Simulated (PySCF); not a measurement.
# AlCl4: relaxation with MP2 and vibrations with MP2

The task, for AlCl4: 2 runs in a chain (relaxation with MP2 and vibrations with MP2).

Method: relaxation with MP2, HF, def2-tzvpd, and further levels as typed in the inputs, in PySCF 2.14.0.

## Step 1: The system as given

Bond lengths: Al1–Cl2 2.150 Å, Al1–Cl3 2.150 Å, Al1–Cl4 2.150 Å, Al1–Cl5 2.150 Å. Angles: Cl2–Al1–Cl3 109.5°, Cl2–Al1–Cl4 109.5°, Cl2–Al1–Cl5 109.5°, Cl3–Al1–Cl4 109.5°, Cl3–Al1–Cl5 109.5°, Cl4–Al1–Cl5 109.5°.

As a file:

```xyz
5

Al    0.0000    0.0000    0.0000
Cl    1.2413    1.2413    1.2413
Cl   -1.2413   -1.2413    1.2413
Cl   -1.2413    1.2413   -1.2413
Cl    1.2413   -1.2413   -1.2413
```

## Step 2: Relaxation with MP2: AlCl4, charge -1

Contents of run.py:

```python
from pyscf import gto, mp, scf
mol = gto.M(atom="mol.xyz", basis="def2-tzvpd", charge=-1, verbose=4)
mf = scf.RHF(mol).run(conv_tol=1e-9)
from pyscf.geomopt.geometric_solver import optimize
m = optimize(mp.MP2(mf), maxsteps=60)
print("optimised structure (A):")
for k in range(m.natm): print(m.atom_symbol(k), *(f"{x:.8f}" for x in m.atom_coords(unit="A")[k]))
```

Command:

```sh
$ python run.py
```

Output:

```text
[INPUT] num. atoms = 5
[INPUT] num. electrons = 82
[INPUT] charge = -1
[INPUT] spin (= nelec alpha-beta = 2S) = 0
[INPUT] symmetry False subgroup None
[INPUT] Mole.unit = angstrom
[INPUT] Symbol           X                Y                Z      unit          X                Y                Z       unit  Magmom
[INPUT]  1 Al     0.000000000000   0.000000000000   0.000000000000 AA    0.000000000000   0.000000000000   0.000000000000 Bohr   0.0
[INPUT]  2 Cl     1.241300000000   1.241300000000   1.241300000000 AA    2.345717038423   2.345717038423   2.345717038423 Bohr   0.0
[INPUT]  3 Cl    -1.241300000000  -1.241300000000   1.241300000000 AA   -2.345717038423  -2.345717038423   2.345717038423 Bohr   0.0
[INPUT]  4 Cl    -1.241300000000   1.241300000000  -1.241300000000 AA   -2.345717038423   2.345717038423  -2.345717038423 Bohr   0.0
[INPUT]  5 Cl     1.241300000000  -1.241300000000  -1.241300000000 AA    2.345717038423  -2.345717038423  -2.345717038423 Bohr   0.0

nuclear repulsion = 478.932112804121
number of shells = 79
number of NR pGTOs = 357
number of NR cGTOs = 227
basis = def2-tzvpd
ecp = {}

******** <class 'pyscf.scf.hf.RHF'> ********
method = RHF
initial guess = minao
damping factor = 0
level_shift factor = 0
DIIS = <class 'pyscf.scf.diis.CDIIS'>
diis_start_cycle = 1
diis_space = 8
diis_damp = 0
SCF conv_tol = 1e-09
SCF conv_tol_grad = None
SCF max_cycles = 50
direct_scf = True
direct_scf_tol = 1e-13
Set gradient conv threshold to 3.16228e-05
Initial guess from minao.
init E= -2080.43088242369
  HOMO = -0.435603353754564  LUMO = 0.0180809041516419  gap/eV = 12.34538
cycle= 1 E= -2080.32316492128  delta_E= 0.108  |g|= 0.391  |ddm|= 1.86
  HOMO = -0.265638383671062  LUMO = 0.153236448197083  gap/eV = 11.39816
cycle= 2 E= -2080.36436621893  delta_E= -0.0412  |g|= 0.184  |ddm|= 0.571
  HOMO = -0.278266577441888  LUMO = 0.153087729468711  gap/eV = 11.73775
cycle= 3 E= -2080.37184058347  delta_E= -0.00747  |g|= 0.0323  |ddm|= 0.172
  HOMO = -0.28483686165544  LUMO = 0.152836215005289  gap/eV = 11.90969
cycle= 4 E= -2080.37230342506  delta_E= -0.000463  |g|= 0.00942  |ddm|= 0.0498
  HOMO = -0.283203230817276  LUMO = 0.152904730770667  gap/eV = 11.86710
cycle= 5 E= -2080.37234155421  delta_E= -3.81e-05  |g|= 0.00277  |ddm|= 0.0147
  HOMO = -0.283438380026934  LUMO = 0.152890436445956  gap/eV = 11.87311
cycle= 6 E= -2080.37234543231  delta_E= -3.88e-06  |g|= 0.00068  |ddm|= 0.00353
  HOMO = -0.283431707847504  LUMO = 0.152889840207981  gap/eV = 11.87291
cycle= 7 E= -2080.37234580777  delta_E= -3.75e-07  |g|= 0.000117  |ddm|= 0.000989
  HOMO = -0.283438351948036  LUMO = 0.152889682525361  gap/eV = 11.87309
cycle= 8 E= -2080.37234581959  delta_E= -1.18e-08  |g|= 1.96e-05  |ddm|= 0.000234
  HOMO = -0.283439965108562  LUMO = 0.152889540721482  gap/eV = 11.87313
cycle= 9 E= -2080.37234581988  delta_E= -2.82e-10  |g|= 2.98e-06  |ddm|= 4.02e-05
  HOMO = -0.283439789226428  LUMO = 0.152889562362984  gap/eV = 11.87313
Extra cycle  E= -2080.37234581989  delta_E= -1e-11  |g|= 9.95e-07  |ddm|= 4.84e-06
converged SCF energy = -2080.37234581989
Create scanner for <class 'pyscf.grad.mp2.Gradients'>
Set <class 'pyscf.mp.mp2.RMP2'> as a scanner
Create scanner for <class 'pyscf.scf.hf.RHF'>

Geometry optimization cycle 1
Cartesian coordinates (Angstrom)
 Atom        New coordinates             dX        dY        dZ
  Al   0.000000   0.000000   0.000000    0.000000  0.000000  0.000000
  Cl   1.241300   1.241300   1.241300    0.000000  0.000000  0.000000
  Cl  -1.241300  -1.241300   1.241300    0.000000  0.000000  0.000000
  Cl  -1.241300   1.241300  -1.241300    0.000000  0.000000  0.000000
  Cl   1.241300  -1.241300  -1.241300    0.000000  0.000000  0.000000

WARN: Mole.unit (angstrom) is changed to Bohr

New geometry
   1 Al     0.000000000000   0.000000000000   0.000000000000 AA    0.000000000000   0.000000000000   0.000000000000 Bohr
   2 Cl     1.241300000000   1.241300000000   1.241300000000 AA    2.345717038423   2.345717038423   2.345717038423 Bohr
   3 Cl    -1.241300000000  -1.241300000000   1.241300000000 AA   -2.345717038423  -2.345717038423   2.345717038423 Bohr
   4 Cl    -1.241300000000   1.241300000000  -1.241300000000 AA   -2.345717038423   2.345717038423  -2.345717038423 Bohr
   5 Cl     1.241300000000  -1.241300000000  -1.241300000000 AA    2.345717038423  -2.345717038423  -2.345717038423 Bohr

******** <class 'pyscf.scf.hf.RHF_Scanner'> ********
method = RHF_Scanner
initial guess = minao
damping factor = 0
level_shift factor = 0
DIIS = <class 'pyscf.scf.diis.CDIIS'>
diis_start_cycle = 1
diis_space = 8
diis_damp = 0
SCF conv_tol = 1e-09
SCF conv_tol_grad = None
SCF max_cycles = 50
direct_scf = True
direct_scf_tol = 1e-13
Set gradient conv threshold to 3.16228e-05
init E= -2080.37234581989
  HOMO = -0.283439850333431  LUMO = 0.152889562892705  gap/eV = 11.87313
cycle= 1 E= -2080.37234581989  delta_E= -2.73e-12  |g|= 4.53e-07  |ddm|= 1.39e-06
  HOMO = -0.28343986005984  LUMO = 0.15288956263745  gap/eV = 11.87313
Extra cycle  E= -2080.37234581989  delta_E= 2.73e-12  |g|= 1.91e-07  |ddm|= 6.11e-07
converged SCF energy = -2080.37234581989

******** <class 'pyscf.mp.mp2.RMP2_Scanner'> ********
nocc = 41, nmo = 227
E(RMP2_Scanner) = -2081.72770837374  E_corr = -1.35536255385609
E(SCS-RMP2_Scanner) = -2081.67638058048  E_corr = -1.30403476058967
E_corr(same-spin) = -0.372000350812659
E_corr(oppo-spin) = -0.983362203043429
--------------- RMP2_Scanner gradients ---------------
         x                y                z
0 Al    -0.0000000000    -0.0000000000    -0.0000000000
1 Cl     0.0001570863     0.0001570863     0.0001570863
2 Cl    -0.0001570863    -0.0001570863     0.0001570863
3 Cl    -0.0001570863     0.0001570863    -0.0001570863
4 Cl     0.0001570863    -0.0001570863    -0.0001570863
----------------------------------------------
cycle 1: E = -2081.72770837  dE = -2081.73  norm(grad) = 0.000544163

Geometry optimization cycle 2
Cartesian coordinates (Angstrom)
 Atom        New coordinates             dX        dY        dZ
  Al  -0.000000  -0.000000   0.000000   -0.000000 -0.000000  0.000000
  Cl   1.240919   1.240919   1.240919   -0.000381 -0.000381 -0.000381
  Cl  -1.240919  -1.240919   1.240919    0.000381  0.000381 -0.000381
  Cl  -1.240919   1.240919  -1.240919    0.000381 -0.000381  0.000381
  Cl   1.240919  -1.240919  -1.240919   -0.000381  0.000381  0.000381
New geometry
   1 Al    -0.000000000001  -0.000000000001   0.000000000000 AA   -0.000000000002  -0.000000000001   0.000000000001 Bohr
   2 Cl     1.240919412552   1.240919412550   1.240919412552 AA    2.344997832379   2.344997832376   2.344997832380 Bohr
   3 Cl    -1.240919412552  -1.240919412555   1.240919412550 AA   -2.344997832380  -2.344997832385   2.344997832376 Bohr
   4 Cl    -1.240919412554   1.240919412552  -1.240919412549 AA   -2.344997832384   2.344997832380  -2.344997832373 Bohr
   5 Cl     1.240919412551  -1.240919412550  -1.240919412553 AA    2.344997832377  -2.344997832376  -2.344997832382 Bohr

******** <class 'pyscf.scf.hf.RHF_Scanner'> ********
method = RHF_Scanner
initial guess = minao
damping factor = 0
level_shift factor = 0
DIIS = <class 'pyscf.scf.diis.CDIIS'>
diis_start_cycle = 1
diis_space = 8
diis_damp = 0
SCF conv_tol = 1e-09
SCF conv_tol_grad = None
SCF max_cycles = 50
direct_scf = True
direct_scf_tol = 1e-13
Set gradient conv threshold to 3.16228e-05
init E= -2080.37302318782
  HOMO = -0.283198855494678  LUMO = 0.152993849191439  gap/eV = 11.86941
cycle= 1 E= -2080.37232287935  delta_E= 0.0007  |g|= 0.000419  |ddm|= 0.00108
  HOMO = -0.283435239225939  LUMO = 0.152897465446213  gap/eV = 11.87322
cycle= 2 E= -2080.37232292058  delta_E= -4.12e-08  |g|= 0.000237  |ddm|= 0.000476
  HOMO = -0.283401230117269  LUMO = 0.15289932597097  gap/eV = 11.87234
cycle= 3 E= -2080.37232293379  delta_E= -1.32e-08  |g|= 2.4e-05  |ddm|= 0.000162
  HOMO = -0.283395848952052  LUMO = 0.15289967297914  gap/eV = 11.87221
cycle= 4 E= -2080.372322934  delta_E= -2.03e-10  |g|= 8.39e-06  |ddm|= 3.77e-05
  HOMO = -0.283396242522999  LUMO = 0.15289970446082  gap/eV = 11.87222
Extra cycle  E= -2080.37232293403  delta_E= -3.5e-11  |g|= 3.52e-06  |ddm|= 1.25e-05
converged SCF energy = -2080.37232293403

******** <class 'pyscf.mp.mp2.RMP2_Scanner'> ********
nocc = 41, nmo = 227
E(RMP2_Scanner) = -2081.72770926606  E_corr = -1.35538633202654
E(SCS-RMP2_Scanner) = -2081.67637255713  E_corr = -1.30404962309418
E_corr(same-spin) = -0.372016125389623
E_corr(oppo-spin) = -0.983370206636918
--------------- RMP2_Scanner gradients ---------------
         x                y                z
0 Al     0.0000000000    -0.0000000000     0.0000000000
1 Cl     0.0000426108     0.0000426108     0.0000426108
2 Cl    -0.0000426108    -0.0000426108     0.0000426108
3 Cl    -0.0000426108     0.0000426108    -0.0000426108
4 Cl     0.0000426108    -0.0000426108    -0.0000426108
----------------------------------------------
cycle 2: E = -2081.72770927  dE = -8.92317e-07  norm(grad) = 0.000147608
optimised structure (A):
Al -0.00000000 -0.00000000 0.00000000
Cl 1.24091941 1.24091941 1.24091941
Cl -1.24091941 -1.24091941 1.24091941
Cl -1.24091941 1.24091941 -1.24091941
Cl 1.24091941 -1.24091941 -1.24091941
```

It took 4.8 min on 4 threads of Arm Neoverse V2, shared host.

## Step 3: Vibrations with MP2: vibrations with MP2, HF, def2-tzvpd

It takes the final geometry of step 2.

Contents of run.py:

```python
from pyscf import gto, mp, scf
from pyscf.hessian import thermo
import numpy as np
mol = gto.M(atom="mol.xyz", basis="def2-tzvpd", charge=-1, verbose=4)
mf = scf.RHF(mol).run(conv_tol=1e-9)
mol.verbose = mf.verbose = 0
x = mol.atom_coords(); n = x.size; h = np.zeros((n, n))
scan = mp.MP2(mf).nuc_grad_method().as_scanner()
def force(d): return scan(mol.set_geom_(x + d.reshape(-1, 3), unit="Bohr", inplace=False))[1].ravel()
for k in range(n): d = np.zeros(n); d[k] = 0.01; h[k] = (force(d) - force(-d)) / 0.02
h = ((h + h.T) / 2).reshape(mol.natm, 3, mol.natm, 3).transpose(0, 2, 1, 3)
f = thermo.harmonic_analysis(mol, h)
print("harmonic frequencies (1/cm):", *(f"{x.real - x.imag:.2f}" for x in f["freq_wavenumber"]))
```

Command:

```sh
$ python run.py
```

Output:

```text
[INPUT] num. atoms = 5
[INPUT] num. electrons = 82
[INPUT] charge = -1
[INPUT] spin (= nelec alpha-beta = 2S) = 0
[INPUT] symmetry False subgroup None
[INPUT] Mole.unit = angstrom
[INPUT] Symbol           X                Y                Z      unit          X                Y                Z       unit  Magmom
[INPUT]  1 Al     0.000000000000   0.000000000000   0.000000000000 AA    0.000000000000   0.000000000000   0.000000000000 Bohr   0.0
[INPUT]  2 Cl     1.240919410000   1.240919410000   1.240919410000 AA    2.344997827557   2.344997827557   2.344997827557 Bohr   0.0
[INPUT]  3 Cl    -1.240919410000  -1.240919410000   1.240919410000 AA   -2.344997827557  -2.344997827557   2.344997827557 Bohr   0.0
[INPUT]  4 Cl    -1.240919410000   1.240919410000  -1.240919410000 AA   -2.344997827557   2.344997827557  -2.344997827557 Bohr   0.0
[INPUT]  5 Cl     1.240919410000  -1.240919410000  -1.240919410000 AA    2.344997827557  -2.344997827557  -2.344997827557 Bohr   0.0

nuclear repulsion = 479.079001289661
number of shells = 79
number of NR pGTOs = 357
number of NR cGTOs = 227
basis = def2-tzvpd
ecp = {}

******** <class 'pyscf.scf.hf.RHF'> ********
method = RHF
initial guess = minao
damping factor = 0
level_shift factor = 0
DIIS = <class 'pyscf.scf.diis.CDIIS'>
diis_start_cycle = 1
diis_space = 8
diis_damp = 0
SCF conv_tol = 1e-09
SCF conv_tol_grad = None
SCF max_cycles = 50
direct_scf = True
direct_scf_tol = 1e-13
Set gradient conv threshold to 3.16228e-05
Initial guess from minao.
init E= -2080.43312589944
  HOMO = -0.435599977389181  LUMO = 0.0182057836622675  gap/eV = 12.34868
cycle= 1 E= -2080.32319410851  delta_E= 0.11  |g|= 0.391  |ddm|= 1.86
  HOMO = -0.265587808830528  LUMO = 0.153248853164264  gap/eV = 11.39713
cycle= 2 E= -2080.36436213812  delta_E= -0.0412  |g|= 0.184  |ddm|= 0.571
  HOMO = -0.278222300115695  LUMO = 0.153097798353327  gap/eV = 11.73682
cycle= 3 E= -2080.37181804226  delta_E= -0.00746  |g|= 0.0323  |ddm|= 0.172
  HOMO = -0.284793234075944  LUMO = 0.152846520516698  gap/eV = 11.90878
cycle= 4 E= -2080.37228056371  delta_E= -0.000463  |g|= 0.00942  |ddm|= 0.0498
  HOMO = -0.283159436151153  LUMO = 0.152914873451377  gap/eV = 11.86619
cycle= 5 E= -2080.372318669  delta_E= -3.81e-05  |g|= 0.00277  |ddm|= 0.0147
  HOMO = -0.283394455793891  LUMO = 0.152900601657938  gap/eV = 11.87219
cycle= 6 E= -2080.37232254641  delta_E= -3.88e-06  |g|= 0.00068  |ddm|= 0.00354
  HOMO = -0.283387834421305  LUMO = 0.152900001637596  gap/eV = 11.87200
cycle= 7 E= -2080.37232292178  delta_E= -3.75e-07  |g|= 0.000117  |ddm|= 0.000989
  HOMO = -0.283394481983264  LUMO = 0.152899843810396  gap/eV = 11.87217
cycle= 8 E= -2080.37232293359  delta_E= -1.18e-08  |g|= 1.96e-05  |ddm|= 0.000234
  HOMO = -0.283396091841896  LUMO = 0.152899702388123  gap/eV = 11.87221
cycle= 9 E= -2080.37232293388  delta_E= -2.84e-10  |g|= 2.98e-06  |ddm|= 4.02e-05
  HOMO = -0.283395916218832  LUMO = 0.152899723963077  gap/eV = 11.87221
Extra cycle  E= -2080.37232293389  delta_E= -1e-11  |g|= 9.96e-07  |ddm|= 4.84e-06
converged SCF energy = -2080.37232293389
harmonic frequencies (1/cm): 111.79 111.82 174.56 174.58 174.59 344.65 506.41 506.42 506.43
```

It took 70 min on 4 threads of Arm Neoverse V2, shared host.

Harmonic frequencies from the force constants, with isotope-averaged masses (PySCF's default) and rigid motions projected out (i: imaginary):

```tsv
mode	cm⁻¹
1	112
2	112
3	175
4	175
5	175
6	345
7	506
8	506
9	506
```

## Step 4: Results

| quantity | value |
| --- | --- |
| harmonic frequencies (step 3) | 112 to 506 cm⁻¹ |
| zero-point energy (step 3) | 0.162 eV |

What this shows: In step 3 all modes are real: a minimum.
